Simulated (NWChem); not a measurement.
# C3ClN3Si (SMILES N#C[Si](Cl)(C#N)C#N) at 4 levels

Wanted: a comparison of 4 runs (HF/STO-3G, HF/3-21G, B3LYP/6-31G*) of C3ClN3Si. 

Program for the calculation: NWChem 7.3.0.

## (1) The structure to begin with

C3ClN3Si: 8 atoms, total charge 0, spin state singlet. SMILES: `N#C[Si](Cl)(C#N)C#N`. Geometry: relaxed at PBE0-D4/def2-TZVP.

Bond lengths: N1–C2 1.151 Å, C2–Si3 1.826 Å, Si3–Cl4 2.004 Å, Si3–C5 1.826 Å, C5–N6 1.151 Å, Si3–C7 1.826 Å, C7–N8 1.151 Å. Angles: N1–C2–Si3 179.4°, C2–Si3–Cl4 110.6°, C2–Si3–C5 108.3°, C2–Si3–C7 108.3°, Cl4–Si3–C5 110.6°, Cl4–Si3–C7 110.6°, C5–Si3–C7 108.3°, Si3–C5–N6 179.4°, Si3–C7–N8 179.4°.

## (2) Energy and gradient at HF/STO-3G (run 1)

c3cln3si.nw reads:

```
start c3cln3si
title "C3ClN3Si gradient"
memory 2200 mb
charge 0
geometry units angstrom noautosym nocenter noautoz
  N     1.069700    2.543700   -0.775800
  C     0.743900    1.515400   -0.374000
  Si    0.241200   -0.115200    0.275600
  Cl    1.452800   -0.685200    1.766200
  C     0.296800   -1.320100   -1.095000
  N     0.339600   -2.086100   -1.953100
  C    -1.484000    0.008100    0.860500
  N    -2.568100    0.082500    1.239900
end
basis spherical bse
  * library STO-3G
end
scf
  thresh 1e-08
  maxiter 80
end
task scf gradient
```

Command:

```sh
nwchem c3cln3si.nw > c3cln3si.out
```

What it wrote:

```text
[...]
  functions       =    48
[...]
  wavefunction    = RHF
[...]
         Total SCF energy =  -1013.658499634660
      One-electron energy =  -2217.802377587449
      Two-electron energy =    791.748897233779
 Nuclear repulsion energy =    412.394980719010
        Time for solution =      4.6s
[...]
                         RHF ENERGY GRADIENTS
    atom               coordinates                        gradient
                 x          y          z           x          y          z
   1 N       2.021440   4.806896  -1.466049   -0.004242  -0.015072   0.006369
   2 C       1.405767   2.863691  -0.706758    0.004137   0.019559  -0.009500
   3 Si      0.455802  -0.217696   0.520808    0.029666  -0.013964   0.036446
   4 Cl      2.745394  -1.294840   3.337634   -0.022990   0.010817  -0.028281
   5 C       0.560871  -2.494627  -2.069250   -0.001009  -0.013159  -0.017866
   6 N       0.641751  -3.942157  -3.690824   -0.000159   0.010914   0.013031
   7 C      -2.804353   0.015307   1.626109   -0.021843   0.002221   0.004826
   8 N      -4.853005   0.155902   2.343071    0.016441  -0.001316  -0.005026
[...]
```

Wall time 6.3 s (1 thread of Intel Xeon Platinum 8488C (Sapphire Rapids), shared host); peak memory 0.1 GiB.

## (3) Energy and gradient at HF/3-21G (run 2)

geom.nw reads:

```
start geom
title "C3ClN3Si gradient"
memory stack 880 mb heap 220 mb global 1100 mb
geometry units angstroms noautosym nocenter noautoz
   N      1.069700     2.543700    -0.775800
   C      0.743900     1.515400    -0.374000
   Si     0.241200    -0.115200     0.275600
   Cl     1.452800    -0.685200     1.766200
   C      0.296800    -1.320100    -1.095000
   N      0.339600    -2.086100    -1.953100
   C     -1.484000     0.008100     0.860500
   N     -2.568100     0.082500     1.239900
end
basis spherical bse
   * library 3-21G
end
scf
   singlet
   rhf
   thresh 1e-08
   maxiter 80
   print low
end
task scf gradient
```

Command:

```sh
nwchem geom.nw > geom.out
```

What it wrote:

```text
[...]
  functions       =    80
[...]
  wavefunction    = RHF
[...]
         Total SCF energy =  -1020.140652503605
      One-electron energy =  -2221.801870489108
      Two-electron energy =    789.266237266493
 Nuclear repulsion energy =    412.394980719010
        Time for solution =      5.6s
[...]
                         RHF ENERGY GRADIENTS
    atom               coordinates                        gradient
                 x          y          z           x          y          z
   1 N       2.021440   4.806896  -1.466049    0.008183   0.024249  -0.009026
   2 C       1.405767   2.863691  -0.706758   -0.011475  -0.033694   0.012454
   3 Si      0.455802  -0.217696   0.520808    0.027327  -0.012861   0.033570
   4 Cl      2.745394  -1.294840   3.337634   -0.033195   0.015618  -0.040836
   5 C       0.560871  -2.494627  -2.069250   -0.002109   0.025623   0.027504
   6 N       0.641751  -3.942157  -3.690824    0.001448  -0.018367  -0.019822
   7 C      -2.804353   0.015307   1.626109    0.034914  -0.002115  -0.013306
   8 N      -4.853005   0.155902   2.343071   -0.025093   0.001546   0.009462
 Task  times  cpu:        6.9s     wall:        6.9s
 Total times  cpu:        6.9s     wall:        6.9s
```

It took 7.5 s on 1 thread of Intel Xeon Platinum 8488C (Sapphire Rapids), shared host; peak memory 0.1 GiB.

Run 3 isn't shown in full; the table further down has it.

## (4) Energy and forces at B3LYP/6-31G(d) (Cartesian functions) (run 4)

struct.nw reads:

```
start struct
title "C3ClN3Si"
memory 2200 mb

geometry noautosym nocenter noautoz
   N      1.069700     2.543700    -0.775800
   C      0.743900     1.515400    -0.374000
   Si     0.241200    -0.115200     0.275600
   Cl     1.452800    -0.685200     1.766200
   C      0.296800    -1.320100    -1.095000
   N      0.339600    -2.086100    -1.953100
   C     -1.484000     0.008100     0.860500
   N     -2.568100     0.082500     1.239900
end

basis "ao basis" cartesian
   N library 6-31G*
   C library 6-31G*
   Si library 6-31G*
   Cl library 6-31G*
end

dft
   xc b3lyp
   mult 1
   grid fine
   convergence energy 1e-08
   maxiter 100
   mulliken
end

task dft gradient
```

Command:

```sh
nwchem struct.nw > struct.out
```

What it wrote:

```text
[...]
          Wavefunction type:  closed shell.
          No. of atoms     :     8
          No. of electrons :    70
[...]
          Charge           :     0
          Spin multiplicity:     1
[...]
          AO basis - number of functions:   128
[...]
              XC Information
              --------------
                         B3LYP Method XC Potential
                     Hartree-Fock (Exact) Exchange  0.200
                        Slater Exchange Functional  0.800 local
                    Becke 1988 Exchange Functional  0.720 non-local
              Lee-Yang-Parr Correlation Functional  0.810
                  VWN I RPA Correlation Functional  0.190 local
[...]
 d= 0,ls=0.0,diis     1  -1028.0107684952 -1.44D+03  2.08D-02  2.16D+00     5.2
[...]
 d= 0,ls=0.0,diis    11  -1028.2711436947 -4.53D-09  2.72D-07  2.18D-09    36.7
         Total DFT energy =    -1028.271143694721
      One electron energy =    -2230.513425802179
           Coulomb energy =      875.879573957882
    Exchange-Corr. energy =      -86.032272569433
 Nuclear repulsion energy =      412.394980719010
[...]
  wavefunction    = closed shell
                         DFT ENERGY GRADIENTS
    atom               coordinates                        gradient
                 x          y          z           x          y          z
   1 N       2.021440   4.806896  -1.466049   -0.008057  -0.025835   0.010208
   2 C       1.405767   2.863691  -0.706758    0.006855   0.022569  -0.009077
   3 Si      0.455802  -0.217696   0.520808    0.005993  -0.002825   0.007335
   4 Cl      2.745394  -1.294840   3.337634   -0.007872   0.003705  -0.009681
   5 C       0.560871  -2.494627  -2.069250    0.000679  -0.016647  -0.019085
   6 N       0.641751  -3.942157  -3.690824   -0.000965   0.019205   0.021704
   7 C      -2.804353   0.015307   1.626109   -0.024176   0.001763   0.008063
   8 N      -4.853005   0.155902   2.343071    0.027542  -0.001935  -0.009466
[...]
```

Wall time 48 s (1 thread of Intel Xeon Platinum 8488C (Sapphire Rapids), shared host); peak memory 0.14 GiB.

## (5) All runs side by side

| run | level | iteration cap | module | energy (Eh) | largest force (eV/Å) | wall time |
| --- | --- | --- | --- | --- | --- | --- |
| 1 | HF/STO-3G | 80 | scf | -1013.658500 | 2.521 | 6.3 s |
| 2 | HF/3-21G | 80 | scf | -1020.140653 | 2.823 | 7.5 s |
| 3 | B3LYP/6-31G* (spherical functions) | 100 | dft | -1028.258001 | 1.505 | 45 s |
| 4 | B3LYP/6-31G* (Cartesian functions) | 100 | dft | -1028.271144 | 1.501 | 48 s |

## (6) Summary of results

| quantity | value |
| --- | --- |
| run 4: total energy | -1028.27114 Eh |
| run 4: dipole moment | 1.99 D |
| run 4: HOMO energy | -10.41 eV |
| run 4: LUMO energy | -2.99 eV |
| run 4: HOMO–LUMO gap | 7.43 eV |
| run 4: largest force on an atom | 1.501 eV/Å |

What this shows: In run 1 the basis is minimal, so the values are rough. All runs together took 1.8 min, the longest 48 s.
